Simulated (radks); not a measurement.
# Ionising platinum step by step, Pt⁴⁰⁺ to Pt⁵⁹⁺

The task here is to estimate one member of a computed series from the others.

Program: radks (a radial shooting solver on a logarithmic mesh, Libxc functionals) version 1. Level of theory: Dirac Kohn-Sham, BLYP, spin-unpolarised, spherical densities, finite nucleus; open shells fill j = l - 1/2 first. These are calculated values, not measurements, unless marked.

## Starting point

```
element             : platinum (Z = 78)
charges             : 40 to 59
first configuration : [Kr] 4d2
last configuration  : [Ar] 3d1
```

The first run:

The run's settings:

```text
Z 78
configuration [Kr] 4d2
relativity Dirac
functional b88,lyp
spin unpolarised
j_filling energy
nucleus finite rms 5.427 fm
c 137.035999084
```

Among the steps run: Pt⁴⁰⁺, [Kr] 4d2.

One of the session's tables, all rows but one given; the rest of the session is left out.

It belongs to the step «Pt⁴⁰⁺, [Kr] 4d2». Sizes of the orbitals, from the radial functions (bohr):

| level | <r> | outermost maximum (interpolated) | 90 % within | nodes |
| --- | --- | --- | --- | --- |
| 3p3/2 | 0.1895 | 0.175 | 0.283 | 1 |
| 3d3/2 | 0.1648 | 0.136 | 0.255 | 0 |
| 3d5/2 | 0.1693 | 0.140 | 0.261 | 0 |
| 4s1/2 | 0.3765 | 0.370 | 0.533 | 3 |
| 4p1/2 | 0.3731 | 0.365 | 0.534 | 2 |
| 4p3/2 | 0.3954 | 0.389 | 0.564 | 2 |
| 4d3/2 | ? | ? | ? | ? |
| 4d5/2 | 0.3902 | 0.378 | 0.568 | 1 |

Q: Estimate the row for 4d3/2 from the others.

**Answer.** <r>: 0.3839; outermost maximum (interpolated): 0.372; 90 % within: 0.559; nodes: 1. In the column «<r>» it lies between 4s1/2 (0.3765) and 4d5/2 (0.3902).

Limits of these values: Spin polarisation and multiplet splitting are left out, so open shells lie too high by an amount that depends on their filling.
